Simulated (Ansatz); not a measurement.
**ZrS+ (doublet): wave-function methods side by side, def2-TZVPP**

The task here is to estimate one member of a computed series from the others.

Method: def2-TZVPP, core rule «outside noble gas», up to 9 orbitals frozen; program: Ansatz 0.2.0, Gaussian basis.

The runs, in order: UHF; ROHF; CCSD(T) on UHF.

2 further runs of the same task are left out: 2 set aside as unsound or not needed.

### The geometry

The geometry is a PBE0/def2-TZVP stationary point (not a proven minimum) of the parent state, kept for this charge and spin. No spin-orbit coupling is included. Elements past krypton take def2 core potentials.

2 atoms, charge 1, spin multiplicity 2.

Atoms are counted from 1 here; the program's logs count them from 0.

Bond lengths: Zr1–S2 2.183 Å.

Set-up of the first run:

The input, in.yaml:

```yaml
crystal:
  periodic: [false, false, false]
  atoms:
    - {symbol: Zr, position_ang: [0.000000, 0.000000, 0.000000]}
    - {symbol: S, position_ang: [0.000000, 0.000000, 2.182917]}
basis:
  gaussian: {orbitals: def2-TZVPP}
total_charge: 1
magnetization: {spin_polarized: true, initial_magnetization: 1}
hamiltonian: {xc: hf}
output: {orbitals: {seedname: orbitals}}
```

Command:

```bash
> ansatz run in.yaml --threads 1 --pin off --events-out ev --progress --plain --max-ram 4096MiB --backend cpu
```

Among the steps run: UHF; ROHF; CCSD(T) on UHF.

One of the session's tables, all rows but one given; the rest of the session is left out.

It belongs to the step «Misses and costs». 

| method | from UCCSD(T) (kJ/mol) |
| --- | --- |
| ROHF | ? |
| UHF | +710.1 |
| UMP2 | +83.2 |
| UCCSD | +55.5 |
| UCCSD(T) | 0 |

**Question.** Estimate the row for ROHF.

As computed: from UCCSD(T) (kJ/mol): +723.3. In the column «from UCCSD(T) (kJ/mol)» it is the highest.
